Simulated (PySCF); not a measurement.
# COSe: magnetic properties

An exercise on one series of results from a longer session: the logs are not shown, and one member is left open.

Programs: PySCF 2.14.0, with routines of our own; each step states its level. All values are computed. Atoms count from 0.

## The starting structure

3 atoms, charge 0, multiplicity 1; geometry from: GFN2-xTB.

Set-up of the first run:

The job: settings as JSON, then the geometry in Å.

```
{"job": {"xc": "PBE0", "basis": "def2-SVP", "d3": "d3bj", "grid": 1, "kind": "geom"}, "charge": 0, "multiplicity": 1}
O     -1.142106     0.768361    -0.006480
C     -0.143980     0.188518    -0.004463
Se     1.297567    -0.649011    -0.001611
```

Run with:

```sh
OMP_NUM_THREADS=1 python excited_run.py task.json out
```

The driver reads the jobs from task.json and runs them one after another.

Steps of the session up to this table: Relaxing the molecule at PBE0-D3(BJ)/def2-SVP; Magnetic properties: GIAO HF/aug-pcSseg-2; Magnetic properties: GIAO LDA/aug-pcSseg-2; Magnetic properties: GIAO PBE/aug-pcSseg-2; Magnetic properties: GIAO BLYP/aug-pcSseg-2; Magnetic properties: GIAO BP86/aug-pcSseg-2; Magnetic properties: GIAO OPBE/aug-pcSseg-2.

One of the session's tables, all rows but one given; the rest of the session is left out.

It belongs to the step «Magnetic properties side by side». 

```
                 level  gap (eV)
  GIAO HF/aug-pcSseg-2     11.58
 GIAO LDA/aug-pcSseg-2      4.90
 GIAO PBE/aug-pcSseg-2      4.94
GIAO BLYP/aug-pcSseg-2         ?
GIAO BP86/aug-pcSseg-2      4.94
GIAO OPBE/aug-pcSseg-2      5.04
```

Estimate the missing values for GIAO BLYP/aug-pcSseg-2.

**Answer.** gap (eV): 4.88. In the column «gap (eV)» it is the lowest.

To keep in mind: Vibrational averaging and real surroundings are missing from these values.
